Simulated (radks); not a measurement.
**Zr inside a hard spherical wall**

What does compression do to the levels of Zr? A hard sphere of shrinking radius stands in for pressure; the configuration is held at [Kr] 4d2 5s2.

The numbers are computed with radks (a radial shooting solver on a logarithmic mesh, Libxc functionals) version 1 (scalar-relativistic Kohn-Sham, PBEsol, spin-polarised, spherical densities, finite nucleus; open shells are filled with parallel spins first), except any that are marked as measured or tabulated.

**1. The atom as given**

```
element            : zirconium (Z = 40)
charge             : 0
electrons          : 40
configuration      : [Kr] 4d2 5s2
nuclear rms radius : 4.2694 fm
```

Outer shells as boxes (Hund's rule):

Zr
```
[Kr] core
4d [↑ ][↑ ][  ][  ][  ]
5s [↑↓]
```

**2. The free atom**

The run's settings:

```text
Z 40
configuration [Kr] 4d2 5s2 5p0 6s0 4f0
relativity scalar-relativistic
functional pbe_sol,pbe_sol
spin polarised
nucleus finite rms 4.2694 fm
c 137.035999084
```

**3. Wall at 15 bohr**

Input: that of step 2 with these lines changed.

```diff
@@ -6,2 +6,3 @@
 nucleus finite rms 4.2694 fm
+wall 15 bohr
 c 137.035999084
```

**4. Wall at 12 bohr**

Input: that of step 3 with these lines changed.

```diff
@@ -6,3 +6,3 @@
 nucleus finite rms 4.2694 fm
-wall 15 bohr
+wall 12 bohr
 c 137.035999084
```

**5. Wall at 7 bohr**

Input: that of step 4 with these lines changed.

```diff
@@ -6,3 +6,3 @@
 nucleus finite rms 4.2694 fm
-wall 12 bohr
+wall 7 bohr
 c 137.035999084
```

**6. Wall at 6 bohr**

Input: that of step 5 with these lines changed.

```diff
@@ -6,3 +6,3 @@
 nucleus finite rms 4.2694 fm
-wall 7 bohr
+wall 6 bohr
 c 137.035999084
```

**7. Wall at 3 bohr**

Input: that of step 6 with these lines changed.

```diff
@@ -6,3 +6,3 @@
 nucleus finite rms 4.2694 fm
-wall 6 bohr
+wall 3 bohr
 c 137.035999084
```

**8. Wall at 1.5 bohr**

Input: that of step 7 with these lines changed.

```diff
@@ -6,3 +6,3 @@
 nucleus finite rms 4.2694 fm
-wall 3 bohr
+wall 1.5 bohr
 c 137.035999084
```

Q: Predict the outcome of this session. Wanted: for each run, R; E − E(free); ε(4d); ε(5p, empty); ε(6s, empty); ε(4f, empty); pressure.

The runs gave:

```
R (bohr)  E − E(free) (eV)  ε(4d) (eV)  ε(5p, empty) (eV)  ε(6s, empty) (eV)  ε(4f, empty) (eV)  pressure (GPa)
    free             0.000      -4.077             -1.588                  -                  -               0
      15             0.000      -4.076             -1.583              0.323              2.190        < 0.0001
      12             0.004      -4.063             -1.545              0.965              3.142         0.00272
       7             0.832      -3.183              0.005              8.631              8.349            1.52
       6             2.365      -2.214              1.780             14.939             11.368            5.95
       3            84.100      16.796             49.135             133.25             46.972            1221
     1.5            1539.5      174.18             450.08             917.10             212.28          148628
```

What this shows: Eigenvalues are for spin up. At the tightest wall, 1.5 bohr, the energy stands 1539.5 eV above the free atom and the pressure, −dE/dV, is 148628 GPa. Of the levels in the table that exist at both ends, 5p (empty) rises most from the free atom (451.66 eV). From R = 3 bohr inwards the highest occupied level lies above zero, pushed up by confinement. Shells are not refilled when levels cross, and a hard wall is a model, not a crystal.
